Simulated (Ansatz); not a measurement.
# CH₇FSi₃: one species, many methods

Aim: compute CH₇FSi₃ with functionals from several rungs and with coupled cluster. The yardstick is the atomisation energy at the CCSD(T) limit.

Computed with Ansatz 0.2.0, Gaussian basis. Level: functionals in def2-TZVPP, the program's frozen cores in correlated methods.

Plan: PBE-D4, r2SCAN-D4, PBE0-D4, B3LYP-D4, ωB97X-V, ωB97M-V, B2PLYP; CCSD(T)/def2-TZVPP; MP2/def2-QZVPP; extrapolation to the limit.

### Step 1. The geometry

All runs share one geometry, relaxed beforehand with PBE0-D4 in a triple-zeta def2 set.

12 atoms, charge 0, spin multiplicity 1.

Atoms are counted from 1 here; the program's logs count them from 0.

Bond lengths: F1–Si2 1.607 Å, Si2–Si3 2.314 Å, Si2–H6 1.485 Å, Si2–H7 1.487 Å, Si3–C4 1.910 Å, Si3–Si5 2.259 Å, Si3–H8 1.484 Å, C4–Si5 1.885 Å, C4–H9 1.088 Å, C4–H10 1.087 Å, Si5–H11 1.481 Å, Si5–H12 1.481 Å. Angles: F1–Si2–Si3 112.9°, F1–Si2–H6 107.3°, F1–Si2–H7 107.6°, Si3–Si2–H6 111.4°, Si3–Si2–H7 107.9°, H6–Si2–H7 109.8°, Si2–Si3–C4 116.2°, Si2–Si3–Si5 115.8°, Si2–Si3–H8 119.1°, C4–Si3–Si5 53.0°, C4–Si3–H8 115.6°, Si5–Si3–H8 120.1°, Si3–C4–Si5 73.1°, Si3–C4–H9 115.5°, Si3–C4–H10 117.2°, Si5–C4–H9 116.5°, Si5–C4–H10 118.3°, H9–C4–H10 111.4° and more.

### Step 2. PBE-D4 (GGA)

File in.yaml:

```yaml
crystal:
  periodic: [false, false, false]
  atoms:
    - {symbol: F, position_ang: [-2.981241, -0.313786, 1.300485]}
    - {symbol: Si, position_ang: [-1.859466, 0.726119, 0.807703]}
    - {symbol: Si, position_ang: [-0.416727, -0.180636, -0.758072]}
    - {symbol: C, position_ang: [1.012630, -1.245101, -0.071474]}
    - {symbol: Si, position_ang: [1.752239, 0.419616, -0.558003]}
    - {symbol: H, position_ang: [-2.566910, 1.914436, 0.266900]}
    - {symbol: H, position_ang: [-1.055867, 1.116985, 1.995686]}
    - {symbol: H, position_ang: [-0.953096, -0.599706, -2.076328]}
    - {symbol: H, position_ang: [1.295874, -2.099840, -0.682263]}
    - {symbol: H, position_ang: [0.977156, -1.505288, 0.983462]}
    - {symbol: H, position_ang: [2.204622, 1.294834, 0.547670]}
    - {symbol: H, position_ang: [2.667683, 0.417164, -1.721866]}
basis:
  gaussian: {orbitals: def2-TZVPP}
hamiltonian: {xc: pbe, dispersion: d4}
output: {forces: true, orbitals: {seedname: orbitals}}
```

Run with:

```bash
$ ansatz run in.yaml --threads 4 --pin off --events-out ev --progress --plain --max-ram 10444MiB
```

After this run come: r2SCAN-D4 (meta-GGA); PBE0-D4 (hybrid); B3LYP-D4 (hybrid); ωB97X-V (range-separated); ωB97M-V (range-separated); B2PLYP (double hybrid); CCSD(T) in def2-TZVPP; MP2 in def2-QZVPP.

**Question.** What will the summary of the whole plan be? Wanted: atomisation energy, CCSD(T)/CBS; farthest; mean size of error, hybrid; mean size of error, range-separated; gap, smallest and largest; T1 diagnostic; triples share of the correlation energy.

The runs gave:

| quantity | value |
| --- | --- |
| atomisation energy, CCSD(T)/CBS | 3995.8 kJ/mol |
| functionals within 20.0 kJ/mol (0.5 %) | PBE-D4, r2SCAN-D4, ωB97M-V |
| farthest | B2PLYP (-69.4 kJ/mol) |
| mean size of error, hybrid | 25.9 kJ/mol |
| mean size of error, range-separated | 15.2 kJ/mol |
| gap, smallest and largest | 4.07 eV (PBE-D4), 9.99 eV (ωB97X-V) |
| T1 diagnostic | 0.0133 |
| triples share of the correlation energy | 3.7 % |

**Reading.** PBE-D4 is off by +5.5 kJ/mol. Double hybrids carry the basis error of their MP2 part in triple zeta, and no dispersion term here, so their miss is partly the set-up's. Misses under about 20.0 kJ/mol are within the doubt on the reference itself, which lacks core-valence correlation, relativity and higher excitations. Hartree-Fock recovers 75 % of the binding; the rest is correlation. The gap grows from 4.1 to 10.0 eV across the functionals, mostly with the share of exact exchange.
